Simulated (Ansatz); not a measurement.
# Si₄H₁₀F₂ (built from SMILES F.F[Si]([SiH3])([SiH3])[SiH3]): molecular dynamics

The task is to watch the atoms for 30 steps of 0.25 fs, started with velocities for 1500 K and run with a Langevin thermostat, and see to which side of the barrier the system falls.

Computed with Ansatz 0.2.0, Gaussian basis. Level: CAM-B3LYP-D4/def2-SVP.

1 further run of the same task is left out (it didn't finish).

## (1) The starting structure

The start, a first-order saddle point found at PBE0-D4 in triple zeta: 16 atoms, charge 0, spin multiplicity 1.

Atoms are counted from 1 here; the program's logs count them from 0.

Bond lengths: Si1–Si3 2.335 Å, Si1–Si4 2.335 Å, Si1–F5 1.645 Å, Si2–H8 1.488 Å, Si2–H9 1.479 Å, Si2–H10 1.480 Å, Si3–H11 1.487 Å, Si3–H12 1.487 Å, Si3–H13 1.485 Å, Si4–H14 1.486 Å, Si4–H15 1.485 Å, Si4–H16 1.487 Å. Angles: Si3–Si1–Si4 126.3°, Si3–Si1–F5 103.8°, Si4–Si1–F5 103.9°, H8–Si2–H9 110.1°, H8–Si2–H10 110.1°, H9–Si2–H10 112.7°, Si1–Si3–H11 108.7°, Si1–Si3–H12 111.0°, Si1–Si3–H13 108.4°, H11–Si3–H12 109.2°, H11–Si3–H13 109.5°, H12–Si3–H13 110.0°, Si1–Si4–H14 111.2°, Si1–Si4–H15 108.4°, Si1–Si4–H16 108.6°, H14–Si4–H15 110.0°, H14–Si4–H16 109.2°, H15–Si4–H16 109.4°.

As a file:

```xyz
16
charge 0, multiplicity 1
Si   -0.1818   -0.0654   -0.3476
Si   -0.7026    1.3053    1.8145
Si   -0.6587   -2.3482   -0.2266
Si    1.2860    0.9632   -1.8446
F    -1.6375    0.6209   -0.6886
H     0.5787    0.2446    1.1976
F     1.4741   -0.5011    0.7561
H     0.1275    1.4248    3.0431
H    -0.8539    2.6301    1.1736
H    -2.0022    0.6764    2.1380
H    -0.9577   -2.6983    1.1870
H    -1.8306   -2.6929   -1.0740
H     0.5366   -3.1021   -0.6817
H     0.5741    1.4165   -3.0682
H     2.3458   -0.0123   -2.2052
H     1.9025    2.1385   -1.1736
```

## (2) Dynamics

md/in.yaml

```yaml
crystal:
  periodic: [false, false, false]
  atoms:
    - {symbol: Si, position_ang: [-0.181801, -0.065438, -0.347615]}
    - {symbol: Si, position_ang: [-0.702623, 1.305280, 1.814496]}
    - {symbol: Si, position_ang: [-0.658693, -2.348201, -0.226645]}
    - {symbol: Si, position_ang: [1.286017, 0.963241, -1.844596]}
    - {symbol: F, position_ang: [-1.637485, 0.620922, -0.688621]}
    - {symbol: H, position_ang: [0.578683, 0.244557, 1.197649]}
    - {symbol: F, position_ang: [1.474120, -0.501059, 0.756119]}
    - {symbol: H, position_ang: [0.127493, 1.424756, 3.043148]}
    - {symbol: H, position_ang: [-0.853939, 2.630062, 1.173605]}
    - {symbol: H, position_ang: [-2.002190, 0.676381, 2.138043]}
    - {symbol: H, position_ang: [-0.957704, -2.698333, 1.187021]}
    - {symbol: H, position_ang: [-1.830643, -2.692896, -1.073978]}
    - {symbol: H, position_ang: [0.536563, -3.102122, -0.681671]}
    - {symbol: H, position_ang: [0.574074, 1.416513, -3.068188]}
    - {symbol: H, position_ang: [2.345776, -0.012269, -2.205182]}
    - {symbol: H, position_ang: [1.902451, 2.138506, -1.173586]}
basis:
  gaussian: {orbitals: def2-SVP}
hamiltonian: {xc: {name: CAM-B3LYP}, dispersion: d4}
md: {n_steps: 30, timestep: 0.25, temperature: 1500, ensemble: nvt_langevin, seed: 720, friction: 0.002, initial_velocities: maxwell_boltzmann}
```

Command:

```sh
$ ansatz run in.yaml --threads 2 --pin off --events-out ev --progress --plain --max-ram 32768MiB --backend cpu
```

Q: Predict the outcome of this session. Wanted: temperature at the start; mean temperature, second half; lowest and highest potential energy, from the first frame; largest change of potential + kinetic; bonds made by distance.

**Answer**, as computed:

| quantity | value |
| --- | --- |
| length | 30 steps, 7.5 fs |
| temperature at the start | 1406 K |
| mean temperature, second half | 894 K |
| lowest and highest potential energy, from the first frame | 0 and 1317 meV |
| largest change of potential + kinetic | 164.6 meV |
| bonds made by distance | H6–F7 |

In words: By the last frame it has moved back towards the start side of the step. The thermostat trades energy with the molecule, so the sum of potential and kinetic energy isn't conserved: it changes by +165 meV over the run. The mean temperature of the second half is still well below the 1500 K set. The instant temperature ranges from 822 to 1406 K, as energy passes between motion and strain. Under Langevin the temperature counts 3N degrees of freedom, more than the drawn velocities fill, so it starts at 1406 K, not 1500 K.
